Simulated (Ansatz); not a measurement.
Write a Python script for Ansatz 0.2.0, Python API that makes a ladder of methods at one geometry of C2H7OSi, SMILES C[SiH2][CH]O. Use (for the species named): B3LYP, def2-SVP basis, multiplicity 2. The script varies functional: b3lyp, lda, pbe0, hf, pbe, blyp.

```xyz
11

C    -1.7289   -0.2329    0.0846
Si   -0.0649    0.4623   -0.3966
C     1.2791   -0.7489    0.0826
O     2.5341   -0.2633   -0.3026
H    -1.7561   -0.4012    1.1808
H    -2.5250    0.4855   -0.1993
H    -1.8938   -1.1953   -0.4420
H    -0.0291    0.6855   -1.8494
H     0.1529    1.7373    0.3025
H     1.2471   -0.9568    1.1751
H     2.7846    0.4279    0.3645
```

`methods_c2h7osi.py`:
```python
"""C2H7OSi at several levels of theory."""

from pathlib import Path

import ansatz as az
import numpy as np

GEOMETRY = """
C    -1.72890   -0.23290    0.08460
Si   -0.06490    0.46230   -0.39660
C     1.27910   -0.74890    0.08260
O     2.53410   -0.26330   -0.30260
H    -1.75610   -0.40120    1.18080
H    -2.52500    0.48550   -0.19930
H    -1.89380   -1.19530   -0.44200
H    -0.02910    0.68550   -1.84940
H     0.15290    1.73730    0.30250
H     1.24710   -0.95680    1.17510
H     2.78460    0.42790    0.36450
"""

system = az.Crystal.molecule()
for line in GEOMETRY.strip().splitlines():
    symbol, *xyz = line.split()
    system = system.atom(symbol, [float(v) for v in xyz])

calc = system.calculation()
calc = calc.basis(gaussian="def2-SVP").spin("collinear", total=1)

print("functional    E (Ha)        dipole (D)   HOMO (eV)  LUMO (eV)")
for name in ["b3lyp", "lda", "pbe0", "hf", "pbe", "blyp"]:
    summary = calc.functional(name).forces().orbitals().run(threads=1, pin="off", runs_dir="runs").report
    lines = Path(summary["orbitals_path"]).read_text().splitlines()
    field_of = lambda key: [line.split("=")[1].strip() for line in lines if line.startswith(key)]
    orbitals = [(27.211386 * float(e), s, float(n)) for e, s, n in zip(field_of("Ene="), field_of("Spin="), field_of("Occup="))]
    homo = max(e for e, _, n in orbitals if n > 0.5)
    lumo = min(e for e, _, n in orbitals if n < 0.5)
    dipole = 4.803205 * np.linalg.norm(summary["charge_distribution"]["dipole_moment_e_ang"])
    print(f"{name:10s} {summary['free_energy_ev'] / 27.211386246:14.6f} {dipole:9.3f} {homo:11.3f} {lumo:10.3f}")
```

```console
$ python methods_c2h7osi.py
functional    E (Ha)        dipole (D)   HOMO (eV)  LUMO (eV)
b3lyp         -444.873105     2.028      -6.214     -2.303
lda           -442.366595     2.076      -4.983     -3.552
pbe0          -444.548883     2.085      -6.569     -1.908
hf            -443.331168     2.244     -10.443      2.713
pbe           -444.501171     1.978      -5.026     -3.103
blyp          -444.774196     1.930      -4.824     -3.059
```

Notes:
- Total energies depend on the basis set; only differences at equal settings carry meaning.
- The geometry is a force-field or estimated start, not a minimum of this method, and the basis set is short of its limit. A lower total doesn't mark the better method: functionals have no common bound, and MP2 and coupled cluster aren't variational.
- The run takes the species as open-shell (spin multiplicity 2), which needn't be its ground state.
- b3lyp holds the VWN-RPA fit, as in Gaussian; the form of ORCA and Turbomole is b3lyp5.
- Levels such as HOMO and LUMO are orbital energies: with these approximate functionals they aren't the ionisation energy and electron affinity, and their gap isn't the fundamental gap.
- The whole script took 28 s on 1 thread of Arm Neoverse V1, on a shared host, peak memory 0.31 GiB.
